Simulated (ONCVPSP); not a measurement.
**An ONCV potential for copper, from input to tests**

Aim: build the potential from the settings below, then test how well it stands in for the atom: other configurations, scattering, ghost states and the plane-wave cutoff that it needs.

Program: ONCVPSP 4.0.1.1 (patched build). Reference atom: PBE, scalar-relativistic, spherical and spin-unpolarised. All values are calculated.

### Step 1. The atom and the settings

Typed settings, in words:

| Property | Result |
| --- | --- |
| element | copper (Cu, Z = 29) |
| type | optimised norm-conserving Vanderbilt (ONCV) |
| frozen core | [Ne] |
| valence charge | 19 |
| reference configuration | 3s2 3p6 3d10 4s0.5 4p0.5 |
| partial waves | 3s+4s: rc 1.10 bohr, ncon 5, nbas 9, qcut 9.2 1/bohr, 2 projectors; 3p+4p: rc 1.10 bohr, ncon 4, nbas 7, qcut 12.8 1/bohr, 2 projectors; 3d: rc 1.55 bohr, ncon 4, nbas 8, qcut 10.8 1/bohr, 2 projectors, debl 1.5 Ha |
| local potential | polynomial inside 0.80 bohr (lpopt 5, dvloc0 0 Ha) |
| core correction | not asked for |

The nodes and maxima of the atom's own shells, from an earlier all-electron run, set the scale for the radii.

All-electron outer shells of the reference configuration (PBE, scalar-relativistic, ld1.x):

```
shell  level (eV)  outermost node (bohr)  outermost maximum (bohr)
   2s    -1063.54                   0.07                      0.20
   2p     -918.05                      –                      0.16
   3s     -115.85                   0.29                      0.61
   3p      -73.30                   0.26                      0.62
   3d       -6.18                      –                      0.60
   4s       -5.42                   0.89                      2.24
   4p       -1.27                   0.97                      3.47
```

### Step 2. Generation

Cu.dat reads:

```
# ATOM AND REFERENCE CONFIGURATION
# atsym  z   nc   nv     iexc    psfile
  Cu 29.00    3    5        4      upf
#
#   n    l    f
    1    0    2.00
    2    0    2.00
    2    1    6.00
    3    0    2.00
    3    1    6.00
    3    2   10.00
    4    0    0.50
    4    1    0.50
#
# PSEUDOPOTENTIAL AND OPTIMIZATION
# lmax
    2
#
#   l,   rc,      ep,       ncon, nbas, qcut
    0    1.10    0.00    5    9    9.20
    1    1.10    0.00    4    7   12.80
    2    1.55    0.00    4    8   10.80
#
# LOCAL POTENTIAL
# lloc, lpopt,  rc(5),   dvloc0
    4    5    0.80    0.00
#
# VANDERBILT-KLEINMAN-BYLANDER PROJECTORs
# l, nproj, debl
    0    2    3.80
    1    2    0.40
    2    2    1.50
#
# MODEL CORE CHARGE
# icmod, fcfact, rcfact
    0    0.00    0.00
#
# LOG DERIVATIVE ANALYSIS
# epsh1, epsh2, depsh
   -6.00    5.00    0.04
#
# OUTPUT GRID
# rlmax, drl
    6.00    0.01
#
# TEST CONFIGURATIONS
# ncnf
    4
# nvcnf
#   n    l    f
    5
    3    0    2.00
    3    1    6.00
    3    2   10.00
    4    0    1.00
    4    1    0.00
#
    5
    3    0    2.00
    3    1    6.00
    3    2   10.00
    4    0    0.00
    4    1    0.00
#
    5
    3    0    2.00
    3    1    6.00
    3    2    9.00
    4    0    0.00
    4    1    0.00
#
    5
    3    0    2.00
    3    1    5.00
    3    2   10.00
    4    0    1.00
    4    1    0.00
#
```

On the command line:

```
oncvpsp.x < Cu.dat > Cu.out
```

Q: Predict the outcome of this session. Wanted: cutoffs for 1 and 0.1 mHa per electron, occupied waves; bound ghosts; GHOST(+) flags; largest test error; largest phase difference near zero energy, channels read.

As calculated:

| quantity | value |
| --- | --- |
| cutoffs for 1 and 0.1 mHa per electron, occupied waves | 48 Ha and 166 Ha |
| bound ghosts | none found |
| GHOST(+) flags | none at low energy |
| largest test error (AE − PS) | -231 meV, for 3s2 3p5 3d10 4s1 4p0 (1 test unsolved) |
| largest phase difference near zero energy, channels read | 0.000 rad |

By total energies transferability is fair for so large an energy: the largest error is 231 meV on 77.5 eV, for 3s2 3p5 3d10 4s1 4p0. That test lies far up in energy; among those under 40 eV, nearer to bonding, the largest error is 3.4 meV. Of the tests 1 gave no usable energy difference, which is a warning in itself. It counts as hard, with 48 Ha needed at the looser tolerance. The tighter tolerance needs 166 Ha, and converged work needs a cutoff nearer that. The program's ghost test flags no bound state. Near zero energy the phases of the channels with partial waves agree within 0.001 rad. All of this concerns the isolated atom, not yet a solid.
